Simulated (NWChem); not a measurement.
**C2H5Br (bromoethane): levels of theory compared**

We compute a comparison of 6 runs (HF/def2-SVP, PBE/def2-SVPD, PBE/pcseg-1, PBE0/def2-SVP, PBE/def2-TZVP, CCSD/6-31G) of C2H5Br (bromoethane). 

The results are computed with NWChem 7.3.0.

## (1) The system as given

The species is C2H5Br (8 atoms), meant as a singlet with charge 0. SMILES: `CCBr`. The shape is that of a PBE0-D4/def2-TZVP optimisation.

Bond lengths: C1–C2 1.506 Å, C2–Br3 1.950 Å, C1–H4 1.095 Å, C1–H5 1.091 Å, C1–H6 1.091 Å, C2–H7 1.088 Å, C2–H8 1.088 Å. Some angles: C1–C2–Br3 111.6°, C1–C2–H7 112.5°, C1–C2–H8 112.5°, Br3–C2–H7 105.3°, Br3–C2–H8 105.3°, C2–C1–H4 109.4°, C2–C1–H5 111.3°, C2–C1–H6 111.3°, H7–C2–H8 109.2°, H4–C1–H5 108.3°.

## (2) Energy and gradient at HF/def2-SVP (run 1)

The input, a.xyz:

```xyz
8

C     -0.429100     0.590100    -0.328800
C      0.243000    -0.639200     0.222500
Br     1.994500    -0.223400     0.972400
H     -1.406200     0.316400    -0.739300
H      0.162900     1.040400    -1.126700
H     -0.582800     1.339300     0.449000
H      0.428800    -1.390300    -0.542500
H     -0.318900    -1.090600     1.037600
```

The input, a.nw:

```
START a
memory 2200 mb

GEOMETRY noautosym nocenter noautoz
 load a.xyz
END

BASIS "ao basis" spherical bse
 * library def2-SVP
END

SCF
 nopen 0
 rhf
 thresh 1e-08
 maxiter 80
END

TASK scf gradient
```

Command:

```
$ nwchem a.nw > a.out
```

Standard output:

```text
[...]
  functions       =    85
[...]
  wavefunction    = RHF
[...]
         Total SCF energy =  -2650.693546320434
      One-electron energy =  -4015.628739234627
      Two-electron energy =   1200.344342409520
 Nuclear repulsion energy =    164.590850504673
        Time for solution =      8.5s
[...]
                         RHF ENERGY GRADIENTS
    atom               coordinates                        gradient
                 x          y          z           x          y          z
   1 C      -0.810881   1.115127  -0.621342    0.003762  -0.004108   0.002543
   2 C       0.459203  -1.207913   0.420464   -0.000621   0.005645  -0.001343
   3 Br      3.769058  -0.422165   1.837570   -0.003413  -0.000330  -0.001555
   4 H      -2.657333   0.597909  -1.397074   -0.000956  -0.000324  -0.000392
   5 H       0.307836   1.966071  -2.129154    0.000528   0.000321  -0.000619
   6 H      -1.101332   2.530910   0.848487   -0.000077   0.000564   0.000670
   7 H       0.810315  -2.627286  -1.025176    0.001143  -0.001186  -0.001251
   8 H      -0.602634  -2.060935   1.960780   -0.000366  -0.000584   0.001947
[...]
```

Run time: 11 s. Hardware: 1 thread of Intel Xeon 6975P-C (Granite Rapids), shared host; peak memory 0.1 GiB.

## (3) Energy and forces at PBE/def2-SVPD (run 2)

The input, struct.nw:

```
start struct
title "C2H5Br PBE"
memory 2200 mb
geometry units angstroms noautosym nocenter noautoz
 C     -0.429100     0.590100    -0.328800
 C      0.243000    -0.639200     0.222500
 Br     1.994500    -0.223400     0.972400
 H     -1.406200     0.316400    -0.739300
 H      0.162900     1.040400    -1.126700
 H     -0.582800     1.339300     0.449000
 H      0.428800    -1.390300    -0.542500
 H     -0.318900    -1.090600     1.037600
end
basis "ao basis" spherical bse
 * library def2-SVPD
end
dft
 xc xpbe96 cpbe96
 mult 1
 grid fine
 convergence energy 1e-08
 maxiter 100
 mulliken
 print low
end
task dft gradient
```

Command:

```
$ nwchem struct.nw > struct.out
```

Standard output:

```text
[...]
 d= 0,ls=0.0,diis     1  -2652.4753448161 -2.82D+03  1.04D-02  4.65D-01     3.1
[...]
 d= 0,ls=0.0,diis    10  -2652.5158317120 -6.99D-10  3.06D-07  1.84D-09    29.1
         Total DFT energy =    -2652.515831711963
      One electron energy =    -4014.602610855173
           Coulomb energy =     1300.990131995187
    Exchange-Corr. energy =     -103.494203356650
 Nuclear repulsion energy =      164.590850504673
[...]
      Total Density - Mulliken Population Analysis
     ---------------------------------------------
    Atom       Charge   Shell Charges
 -----------   ------   -------------------------------------------------------
    1 C    6     5.53   1.98  0.94 -0.44  0.10  2.16  0.64  0.03  0.11
    2 C    6     6.40   1.98  0.96 -0.05  0.03  2.06  1.03  0.04  0.35
    3 Br  35    35.11   2.00  2.00  1.99  1.49  0.45  0.03  6.00  5.97  2.38  2.61  0.14  8.19  1.75  0.11  0.01
    4 H    1     0.99   0.76  0.19  0.02  0.02
    5 H    1     1.03   0.76  0.20  0.02  0.05
    6 H    1     1.03   0.76  0.20  0.02  0.05
    7 H    1     0.95   0.76  0.14  0.02  0.03
    8 H    1     0.95   0.76  0.14  0.02  0.03
[...]
                         DFT ENERGY GRADIENTS
    atom               coordinates                        gradient
                 x          y          z           x          y          z
   1 C      -0.810881   1.115127  -0.621342   -0.000962   0.003258  -0.001087
   2 C       0.459203  -1.207913   0.420464   -0.000161  -0.005451   0.000975
   3 Br      3.769058  -0.422165   1.837570   -0.008352  -0.001277  -0.003712
   4 H      -2.657333   0.597909  -1.397074    0.008482   0.002174   0.003601
   5 H       0.307836   1.966071  -2.129154   -0.004993  -0.004139   0.007211
   6 H      -1.101332   2.530910   0.848487    0.001610  -0.006785  -0.006733
   7 H       0.810315  -2.627286  -1.025176   -0.001402   0.007550   0.007455
   8 H      -0.602634  -2.060935   1.960780    0.005778   0.004670  -0.007710
 Task  times  cpu:       36.9s     wall:       36.9s
 Total times  cpu:       36.9s     wall:       36.9s
```

It took 38 s on 1 thread of Intel Xeon 6975P-C (Granite Rapids), shared host; peak memory 0.13 GiB.

Run 3 isn't shown in full; the table further down has it.

## (4) Energy and forces at PBE0/def2-SVP (run 4)

The input, calc.nw:

```
START calc
TITLE "C2H5Br PBE0"
memory 2200 mb
charge 0
GEOMETRY units au noautosym nocenter noautoz
C  -0.81088148  1.11512739 -0.62134195
C   0.45920345 -1.20791294  0.42046406
Br  3.76905876 -0.42216482  1.83756968
H  -2.65733288  0.59790935 -1.39707452
H   0.30783639  1.96607106 -2.12915442
H  -1.10133239  2.53091020  0.84848703
H   0.81031456 -2.62728623 -1.02517642
H  -0.60263366 -2.06093531  1.96077983
END
BASIS spherical bse
* library def2-SVP
END
DFT
xc pbe0
grid xfine
convergence energy 1e-08
maxiter 100
mulliken
print medium
END
TASK dft gradient
```

Command:

```
$ nwchem calc.nw > calc.out
```

Standard output:

```text
[...]
          Wavefunction type:  closed shell.
          No. of atoms     :     8
          No. of electrons :    52
[...]
          Charge           :     0
          Spin multiplicity:     1
[...]
          AO basis - number of functions:    85
[...]
              XC Information
              --------------
                         PBE0 Method XC Functional
                     Hartree-Fock (Exact) Exchange  0.250
          PerdewBurkeErnzerhof Exchange Functional  0.750
            Perdew 1991 LDA Correlation Functional  1.000 local
           PerdewBurkeErnz. Correlation Functional  1.000 non-local
[...]
 d= 0,ls=0.0,diis     1  -2652.5811350049 -2.82D+03  8.06D-03  2.97D-01     2.8
[...]
 d= 0,ls=0.0,diis     8  -2652.6138254719 -1.27D-09  1.27D-06  2.75D-08    23.3
         Total DFT energy =    -2652.613825471907
      One electron energy =    -4015.470094794442
           Coulomb energy =     1301.923650468787
    Exchange-Corr. energy =     -103.658219724052
 Nuclear repulsion energy =      164.590838577800
[...]
      Total Density - Mulliken Population Analysis
     ---------------------------------------------
    Atom       Charge   Shell Charges
 -----------   ------   -------------------------------------------------------
    1 C    6     6.07   1.99  0.89  0.16  2.12  0.88  0.03
    2 C    6     6.14   1.99  0.92  0.25  2.04  0.91  0.04
    3 Br  35    35.16   2.00  2.00  1.99  1.43  0.55  6.00  5.98  2.35  2.81  8.20  1.74  0.10
    4 H    1     0.95   0.74  0.18  0.02
    5 H    1     0.94   0.74  0.18  0.02
    6 H    1     0.94   0.74  0.18  0.02
    7 H    1     0.91   0.74  0.14  0.02
    8 H    1     0.91   0.74  0.14  0.02
[...]
  wavefunction    = closed shell
                         DFT ENERGY GRADIENTS
    atom               coordinates                        gradient
                 x          y          z           x          y          z
   1 C      -0.810881   1.115127  -0.621342   -0.000859   0.004202  -0.001219
   2 C       0.459203  -1.207913   0.420464   -0.004058  -0.006621  -0.000645
   3 Br      3.769059  -0.422165   1.837570   -0.000826   0.000251  -0.000441
   4 H      -2.657333   0.597909  -1.397075    0.004840   0.001004   0.002099
   5 H       0.307836   1.966071  -2.129154   -0.003048  -0.002559   0.004326
   6 H      -1.101332   2.530910   0.848487    0.000923  -0.004150  -0.004053
   7 H       0.810315  -2.627286  -1.025176   -0.000597   0.004783   0.004422
   8 H      -0.602634  -2.060935   1.960780    0.003624   0.003088  -0.004490
[...]
```

Run time: 29 s. Hardware: 1 thread of Intel Xeon 6975P-C (Granite Rapids), shared host; peak memory 0.14 GiB.

Run 5 isn't shown in full; the table further down has it.

## (5) A single-point energy at CCSD/6-31G (run 6)

The input, c2h5br.nw:

```
start c2h5br
memory stack 880 mb heap 220 mb global 1100 mb

geometry units angstrom noautosym nocenter noautoz
 C    -0.429100    0.590100   -0.328800
 C     0.243000   -0.639200    0.222500
 Br    1.994500   -0.223400    0.972400
 H    -1.406200    0.316400   -0.739300
 H     0.162900    1.040400   -1.126700
 H    -0.582800    1.339300    0.449000
 H     0.428800   -1.390300   -0.542500
 H    -0.318900   -1.090600    1.037600
end

basis spherical bse
 * library 6-31G
end

scf
 thresh 1e-08
 maxiter 80
 noprint "final vectors analysis"
end

ccsd
 freeze core 11
 maxiter 60
end

task ccsd
```

Command:

```
$ nwchem c2h5br.nw > c2h5br.out
```

Standard output:

```text
[...]
  functions       =    55
[...]
  wavefunction    = RHF
[...]
         Total SCF energy =  -2650.664515383828
      One-electron energy =  -4015.824122631585
      Two-electron energy =   1200.568756743085
 Nuclear repulsion energy =    164.590850504673
        Time for solution =      6.8s
[...]
 Total MP2 energy:          -2651.017201578492859
[...]
             energy      energy      error      ampl     ampl      Block
                                                time     time      time
[...]
 Total CCSD energy:          -2651.042473709470414
[...]
```

It took 31 s on 1 thread of Intel Xeon 6975P-C (Granite Rapids), shared host; peak memory 0.15 GiB.

## (6) Overview of the runs

```
run          level  iteration cap  module   energy (Eh)  largest force (eV/Å)  wall time
  1    HF/def2-SVP             80     scf  -2650.693546                 0.315       11 s
  2  PBE/def2-SVPD            100     dft  -2652.515832                 0.551       38 s
  3    PBE/pcseg-1            100     dft  -2652.572208                 0.598       31 s
  4  PBE0/def2-SVP            100     dft  -2652.613825                 0.401       29 s
  5  PBE/def2-TZVP            100     dft  -2652.907449                 0.395       67 s
  6     CCSD/6-31G             80    ccsd  -2651.042474                     –       31 s
```

## (7) Outcome

| quantity | value |
| --- | --- |
| run 6: total energy | -2651.04247 Eh |
| run 6: correlation energy (11 core orbitals frozen) | -378.0 mEh |

What this shows: Over runs 1, 4, 5 the dipole moment (its size) runs from 2.04 D (PBE0/def2-SVP) to 2.29 D (HF/def2-SVP). Over runs 1, 4, 5 the HOMO–LUMO gap runs from 5.66 eV (PBE/def2-TZVP) to 14.89 eV (HF/def2-SVP). The two ends differ in method and basis. Totals of different functionals can't be ranked against each other. All runs together took 3.4 min, the longest 67 s.
